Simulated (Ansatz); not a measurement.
**HfB: pressure up to the limit of the methods**

One table from this session's results is given with a row withheld; the runs are named, their logs left out.

Method: DFT PBE, with the methods named in each step, in Ansatz 0.2.0.

1 further run of the same task is left out (set aside as unsound or not needed).

## The system as given

It takes space group Fm-3m (No. 225, cubic). The conventional cell has a = 4.620 Å, b = 4.620 Å, c = 4.620 Å, α = 90.00°, β = 90.00°, γ = 90.00°. Hf (site symmetry m-3m) has 6 B at 2.31 Å as nearest neighbours. B (site symmetry m-3m) has 6 Hf at 2.31 Å as nearest neighbours.

Coordinates:

```cif
data_structure
_symmetry_space_group_name_H-M 'P 1'
_symmetry_Int_Tables_number 1
_cell_length_a 3.2668
_cell_length_b 3.2668
_cell_length_c 3.2668
_cell_angle_alpha 60.000
_cell_angle_beta 60.000
_cell_angle_gamma 60.000
_cell_volume 24.65
loop_
_atom_site_label
_atom_site_type_symbol
_atom_site_fract_x
_atom_site_fract_y
_atom_site_fract_z
_atom_site_occupancy
Hf1 Hf 0.50000 0.50000 0.50000 1
B1 B 0.00000 0.00000 0.00000 1
```

Whether this phase is the stable one at these pressures isn't tested.

Atoms are numbered in the order of the input: Hf1, B2.

Set-up of the first run:

Contents of input.yaml:

```yaml
crystal:
  lattice:
    - [0.0, 2.31, 2.31]
    - [2.31, 0.0, 2.31]
    - [2.31, 2.31, 0.0]
  atoms:
    - { symbol: Hf, position: [0.5, 0.5, 0.5] }
    - { symbol: B, position: [0.0, 0.0, 0.0] }
kpoints:
  mp_grid: { grid: [13, 13, 13] }
  band_path:
    path:
      - [0.0, 0.0, 0.0]
      - [0.5, 0.0, 0.5]
      - [0.625, 0.25, 0.625]
      - [0.375, 0.375, 0.75]
      - [0.0, 0.0, 0.0]
      - [0.5, 0.5, 0.5]
      - [0.5, 0.25, 0.75]
      - [0.5, 0.0, 0.5]
    npoints: 14
scf:
  occupations: { method: fermi_dirac, width: 0.05 }
hamiltonian:
  xc: pbe
  pseudopotentials: { kind: all_electron, lapw: { basis_error: 0.001 } }
output:
  forces: true
  stress: true
  eigenvalues: true
  populations: true
```

Launch:

```sh
$ ansatz run input.yaml --threads 1 --pin off --max-ram 2048MiB --backend cpu --events-out ev --progress --plain --runs-dir out
```

Steps of the session up to this table: The reference volume, LAPW; Volume scaled by 1, norm-conserving; Volume scaled by 0.7, LAPW; Volume scaled by 0.6, LAPW; Volume scaled by 0.55, LAPW; Volume scaled by 0.55, crystal datasets.

One of the session's tables, all rows but one given; the rest of the session is left out.

| method | volume over the first | volume (Å³/atom) | pressure (GPa) |
| --- | --- | --- | --- |
| LAPW | 1 | 12.326 | 29.74 |
| LAPW | 0.7 | 8.628 | 203.36 |
| LAPW | 0.6 | 7.396 | 343.73 |
| LAPW | 0.55 | 6.780 | 433.78 |
| PAW | 1 | 12.326 | 29.71 |
| PAW | 0.7 | 8.628 | 203.18 |
| PAW | 0.6 | 7.396 | 343.45 |
| PAW | 0.55 | ? | ? |
| crystal datasets | 0.55 | 6.780 | 433.78 |
| norm-conserving | 1 | 12.326 | 29.71 |

**Question.** Estimate the row for PAW, 0.55.

As computed: volume (Å³/atom): 6.780; pressure (GPa): 433.54.

Limits of these values: A fit over so wide a range leans to the high pressures, so B₀ can be off by several per cent. Spin-orbit coupling is left out, though the cell holds Hf; in elements this heavy it can shift bands and gaps by tenths of an eV. Warnings in the runs' records: gradients without spin orbit, stress scf threshold loose, crystal datasets made.
